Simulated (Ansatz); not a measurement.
**C2H8AlFO: basis-set convergence**

How large a basis does C2H8AlFO need? Two functionals are run in growing sets.

Program: Ansatz 0.2.0, Gaussian basis. Level of theory: one geometry, several basis sets. These are calculated values, not measurements.

Plan: PBE0-D4/def2-SVP; ωB97M-V/def2-SVP; PBE0-D4/def2-QZVPP; ωB97M-V/def2-QZVPP; the functionals' def2-TZVPP values are taken from earlier runs.

### 1 The geometry

The geometry comes from an earlier relaxation with PBE0-D4 in a triple-zeta def2 set; it is a stationary point, not always the lowest conformer.

SMILES `[CH3][Al-]([CH3])([OH2+])[F]`, 13 atoms, charge 0, spin multiplicity 1.

Atoms are counted from 1 here; the program's logs count them from 0.

Bond lengths: C1–Al2 1.951 Å, C1–H6 1.095 Å, C1–H7 1.094 Å, C1–H8 1.095 Å, Al2–C3 1.961 Å, Al2–O4 2.023 Å, Al2–F5 1.691 Å, C3–H9 1.095 Å, C3–H10 1.096 Å, C3–H11 1.095 Å, O4–H12 0.963 Å, O4–H13 0.968 Å. Angles: Al2–C1–H6 112.0°, Al2–C1–H7 112.1°, Al2–C1–H8 111.3°, H6–C1–H7 107.5°, H6–C1–H8 106.7°, H7–C1–H8 106.9°, C1–Al2–C3 122.5°, C1–Al2–O4 105.3°, C1–Al2–F5 115.6°, C3–Al2–O4 100.6°, C3–Al2–F5 115.6°, O4–Al2–F5 88.4°, Al2–C3–H9 113.1°, Al2–C3–H10 112.4°, Al2–C3–H11 110.8°, H9–C3–H10 107.7°, H9–C3–H11 106.3°, H10–C3–H11 106.0° and more.

### 2 PBE0-D4 in def2-SVP

Contents of in.yaml:

```yaml
crystal:
  periodic: [false, false, false]
  atoms:
    - {symbol: C, position_ang: [-1.725929, 0.218294, -0.875590]}
    - {symbol: Al, position_ang: [0.165670, 0.181650, -0.398764]}
    - {symbol: C, position_ang: [1.054974, -1.439487, 0.255733]}
    - {symbol: O, position_ang: [0.331169, 1.378405, 1.224386]}
    - {symbol: F, position_ang: [1.151600, 1.267846, -1.239799]}
    - {symbol: H, position_ang: [-2.350230, -0.255330, -0.110886]}
    - {symbol: H, position_ang: [-2.095292, 1.238585, -1.016636]}
    - {symbol: H, position_ang: [-1.911248, -0.319396, -1.811372]}
    - {symbol: H, position_ang: [2.086977, -1.263742, 0.578126]}
    - {symbol: H, position_ang: [0.518785, -1.902280, 1.092271]}
    - {symbol: H, position_ang: [1.103463, -2.200431, -0.530498]}
    - {symbol: H, position_ang: [0.798461, 0.970075, 1.961253]}
    - {symbol: H, position_ang: [0.891900, 2.091113, 0.886575]}
basis:
  gaussian: {orbitals: def2-SVP}
hamiltonian: {xc: pbe0, dispersion: d4}
output: {orbitals: {seedname: orbitals}}
```

The runs that follow: ωB97M-V in def2-SVP; PBE0-D4 in def2-QZVPP; ωB97M-V in def2-QZVPP.

Before running them: what should the planned runs give, taken together? Wanted: PBE0-D4: double and triple zeta above quadruple; ωB97M-V: double and triple zeta above quadruple.

**Answer**, as computed:

```
                                       quantity           value
PBE0-D4: double and triple zeta above quadruple  11.39, 0.62 eV
ωB97M-V: double and triple zeta above quadruple  11.64, 0.60 eV
```

**Reading.** For PBE0-D4 the step from double to triple zeta gains 10.77 eV and the next only 0.62 eV. Total energies overstate the basis error of differences, where much of it tends to cancel. The LUMO of ωB97M-V is positive and keeps falling with the basis (1.84 to 0.57 eV): an unbound level that the basis holds in place.
